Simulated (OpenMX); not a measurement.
# WS in OpenMX: the effect of dispersion

The system is WS.

```xyz
2
Lattice="3.4448 0.0000 0.0000 0.0000 3.4448 0.0000 0.0000 0.0000 3.4448" Properties=species:S:1:pos:R:3 pbc="T T T"
W     1.7224    1.7224    1.7224
S     0.0000    0.0000    0.0000
```

The cell was built by a generator and needn't be a form met in nature.

Alike in all runs:

```yaml
Program: OpenMX 3.8.5
Task: single point
Functional: PBE
Potentials_or_basis: OpenMX 2013 PBE set, W7.0-s3p2d2f1, S7.0-s2p2d1f1, grid cutoff 400 Ry
k_mesh: 7 × 7 × 7
Occupations: fermi-dirac, width 0.05 eV
Spin: no spin polarisation
```

```tsv
dispersion	pressure (GPa)
none	?
D3	-38.6
D3(BJ)	-39.3
D4	-39.1
```

What does the run with dispersion none give?

Pressure -35.5 GPa.

Caveats: a pressure of tens of GPa on the cell as given is suspect, and the run, the potentials or the cell itself is likely at fault; the basis of atomic orbitals isn't converged, which shifts pressures, moduli and gaps; pairwise dispersion overbinds metals, which lowers pressure and volume (some runs).
